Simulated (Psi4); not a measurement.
# CH3InO (In(CO)H3) at M06-L/def2-SVP (core potential, sweep point 5)

Aim: the vertical electron affinity of CH3InO (In(CO)H3) at M06-L/def2-SVP (core potential, sweep point 5), from 2 runs. 

Program for the calculation: Psi4 1.11.

4 further runs of the same task are left out: 4 set aside as unsound or not needed.

## 1. The molecule

CH3InO has 6 atoms, charge 0, and is taken as a singlet. SMILES: `[H][In]([H])([H])<-[C-]#[O+]`. The shape comes from GFN1-xTB, which is rough for such elements, and wasn't checked as a minimum.

Bond lengths: In1–C2 2.441 Å, C2–O3 1.120 Å, In1–H4 1.701 Å, In1–H5 1.700 Å, In1–H6 1.701 Å. Angles: In1–C2–O3 178.1°, C2–In1–H4 93.1°, C2–In1–H5 94.1°, C2–In1–H6 93.2°, H4–In1–H5 119.8°, H4–In1–H6 119.5°, H5–In1–H6 119.7°.

## 2. A single-point energy at M06-L/def2-SVP (core potential, sweep point 5)

File run.py:

```python
import psi4

psi4.set_memory(1600000000)
psi4.set_num_threads(1)
psi4.set_output_file('run.log', False)

molecule = psi4.geometry("""
0 1
In    -0.014220    -0.000860    -0.949190
C      0.011440     0.017450     1.491920
O      0.045080    -0.004700     2.611200
H      1.683720     0.000680    -1.058710
H     -0.869060     1.463800    -1.072380
H     -0.856960    -1.476380    -1.022840
symmetry c1
""")

psi4.set_options({
    'basis': 'def2-SVP',
    'puream': True,
    'scf_type': 'pk',
    'dft_radial_points': 75,
    'dft_spherical_points': 302,
})

E, wfn = psi4.energy("M06-L", return_wfn=True)
print('E =', round(E, 9))
for k, v in sorted(psi4.core.scalar_variables().items()):
    print(f'{k:45s} {v:18.10f}')
```

Launch:

```bash
$ python run.py
```

run.log:

```text
[...]
    !!!  WARNING: ECP capability is in beta. Please check occupations closely.  !!!
[...]
  Running in c1 symmetry.
[...]
  Nuclear repulsion =  101.357920285658309
[...]
  Multiplicity = 1
[...]
  Nalpha       = 19
  Nbeta        = 19
[...]
    Number of basis functions: 69
[...]
   @RKS iter   1:  -305.16004923169885   -1.13170e+00   5.49099e-03 ADIIS/DIIS
[...]
   @RKS iter   8:  -305.24511033195267   -4.41976e-08   8.90149e-07 DIIS
[...]
    Orbital Energies [Eh]
    ---------------------
    Doubly Occupied:
       1A    -19.125086     2A    -10.221716     3A     -4.571357
       4A     -2.994565     5A     -2.981950     6A     -2.981915
       7A     -1.165192     8A     -0.704153     9A     -0.695082
      10A     -0.695075    11A     -0.692006    12A     -0.691961
      13A     -0.574834    14A     -0.490787    15A     -0.490762
      16A     -0.448960    17A     -0.342698    18A     -0.254534
      19A     -0.254459
[...]
  @RKS Final Energy:  -305.24511033195267
   => Energetics <=
    Nuclear Repulsion Energy =            101.3579202856583095
    One-Electron Energy =                -691.8060147937217153
    Two-Electron Energy =                 317.0554063133255340
    DFT Exchange-Correlation Energy =     -31.8524221372148162
    Empirical Dispersion Energy =           0.0000000000000000
    VV10 Nonlocal Energy =                  0.0000000000000000
    Total Energy =                       -305.2451103319526737
[...]
 Multipole Moments:
 ------------------------------------------------------------------------------------
     Multipole            Electronic (a.u.)      Nuclear  (a.u.)        Total (a.u.)
 ------------------------------------------------------------------------------------
 L = 1.  Multiply by 2.5417464519 to convert [e a0] to [Debye]
 Dipole X            :         -0.5640494            0.5696358            0.0055864
 Dipole Y            :         -0.0502179            0.0586625            0.0084446
 Dipole Z            :        -37.9407613           38.6363226            0.6955614
 Magnitude           :                                                    0.6956351
[...]
```

On the terminal:

```text
E = -305.245110332
CURRENT ENERGY                                   -305.2451103320
CURRENT REFERENCE ENERGY                         -305.2451103320
DD SOLVATION ENERGY                                 0.0000000000
DFT FUNCTIONAL TOTAL ENERGY                      -305.2451103320
DFT TOTAL ENERGY                                 -305.2451103320
DFT VV10 ENERGY                                     0.0000000000
DFT XC ENERGY                                     -31.8524221372
GRID ELECTRONS ALPHA                               19.0000003417
GRID ELECTRONS BETA                                19.0000003417
GRID ELECTRONS TOTAL                               38.0000006834
NUCLEAR REPULSION ENERGY                          101.3579202857
ONE-ELECTRON ENERGY                              -691.8060147937
PCM POLARIZATION ENERGY                             0.0000000000
PE ENERGY                                           0.0000000000
SCF ITERATION ENERGY                             -305.2451103320
SCF ITERATIONS                                      8.0000000000
SCF TOTAL ENERGY                                 -305.2451103320
TWO-ELECTRON ENERGY                               317.0554063133
XC GRID RADIAL POINTS                              75.0000000000
XC GRID SPHERICAL POINTS                          302.0000000000
XC GRID TOTAL POINTS                           130862.0000000000
```

It took 6 s on 1 thread of Intel Xeon Platinum 8488C (Sapphire Rapids), shared host; peak memory 0.8 GiB.

## 3. The doublet anion at the same level

File run.py:

```python
import psi4

psi4.set_memory('1600 MB')
psi4.set_num_threads(1)
psi4.core.set_output_file('ch3ino.out', False)

m = psi4.geometry("""
-1 2
In    -0.014220    -0.000860    -0.949190
C      0.011440     0.017450     1.491920
O      0.045080    -0.004700     2.611200
H      1.683720     0.000680    -1.058710
H     -0.869060     1.463800    -1.072380
H     -0.856960    -1.476380    -1.022840
symmetry c1
""")

options = {'basis': 'def2-SVP', 'reference': 'uks', 'puream': True, 'scf_type': 'pk', 'dft_radial_points': 75, 'dft_spherical_points': 302, 'maxiter': 150}
psi4.set_options(options)

result = psi4.energy("m06-l", molecule=m)
print(f'm06-l energy: {result:.10f} Eh')
```

Launch:

```bash
$ python run.py
```

ch3ino.out:

```text
[...]
    !!!  WARNING: ECP capability is in beta. Please check occupations closely.  !!!
[...]
  Running in c1 symmetry.
[...]
  Nuclear repulsion =  101.357920285658309
[...]
  Multiplicity = 2
[...]
  Nalpha       = 20
  Nbeta        = 19
[...]
    Number of basis functions: 69
[...]
   @UKS iter   1:  -305.00090246285043   -9.72553e-01   8.56631e-03 ADIIS/DIIS
[...]
   @UKS iter  18:  -305.21711898076603   -2.87017e-07   9.72365e-07 DIIS
[...]
   @S^2 Observed:                7.526399071E-01
[...]
    Orbital Energies [Eh]
    ---------------------
    Alpha Occupied:
       1A    -18.825670     2A     -9.913456     3A     -4.378118
       4A     -2.797397     5A     -2.791164     6A     -2.790152
       7A     -0.885224     8A     -0.506704     9A     -0.502772
      10A     -0.502074    11A     -0.499581    12A     -0.499026
      13A     -0.314391    14A     -0.228101    15A     -0.222187
      16A     -0.219705    17A     -0.127220    18A     -0.076160
      19A     -0.074370    20A      0.134971
    Alpha Virtual:
      21A      0.142471    22A      0.155519    23A      0.237982
      24A      0.238715    25A      0.240096    26A      0.306675
[...]
  @UKS Final Energy:  -305.21711898076603
   => Energetics <=
    Nuclear Repulsion Energy =            101.3579202856583095
    One-Electron Energy =                -700.2768240301918468
    Two-Electron Energy =                 325.8390241718336711
    DFT Exchange-Correlation Energy =     -32.1372394080661721
    Empirical Dispersion Energy =           0.0000000000000000
    VV10 Nonlocal Energy =                  0.0000000000000000
    Total Energy =                       -305.2171189807660312
[...]
 Multipole Moments:
 ------------------------------------------------------------------------------------
     Multipole            Electronic (a.u.)      Nuclear  (a.u.)        Total (a.u.)
 ------------------------------------------------------------------------------------
 L = 1.  Multiply by 2.5417464519 to convert [e a0] to [Debye]
 Dipole X            :         -0.6065124            0.5696358           -0.0368766
 Dipole Y            :         -0.0096757            0.0586625            0.0489868
 Dipole Z            :        -39.1653395           38.6363226           -0.5290169
 Magnitude           :                                                    0.5325584
[...]
```

Standard output:

```text
m06-l energy: -305.2171189808 Eh
```

Wall time 13 s (1 thread of Intel Xeon Platinum 8488C (Sapphire Rapids), shared host); peak memory 0.81 GiB.

## 4. What came out

At M06-L/def2-SVP (core potential, sweep point 5):

| quantity | value |
| --- | --- |
| singlet CH3InO: total energy | -305.24511 Eh |
| singlet CH3InO: dipole moment | 1.77 D |
| singlet CH3InO: HOMO energy | -6.92 eV |
| singlet CH3InO: LUMO energy | -2.74 eV |
| singlet CH3InO: HOMO–LUMO gap | 4.18 eV |
| doublet anion: total energy | -305.21712 Eh |
| doublet anion: HOMO energy (highest over α and β) | 3.67 eV |
| doublet anion: LUMO energy (lowest over α and β) | 3.88 eV |
| doublet anion: ⟨S²⟩ | 0.753 |
| vertical electron affinity (to the doublet anion) | -0.762 eV |

**Reading.** The anion lies 0.76 eV (73.5 kJ/mol) above the neutral: the electron isn't bound at this level, and such a value depends on the basis. Without diffuse functions anions come out too high. The HOMO (doublet anion) lies at positive energy, 3.67 eV, as semi-local functionals often give for anions; only total energies tell whether the electron is bound.
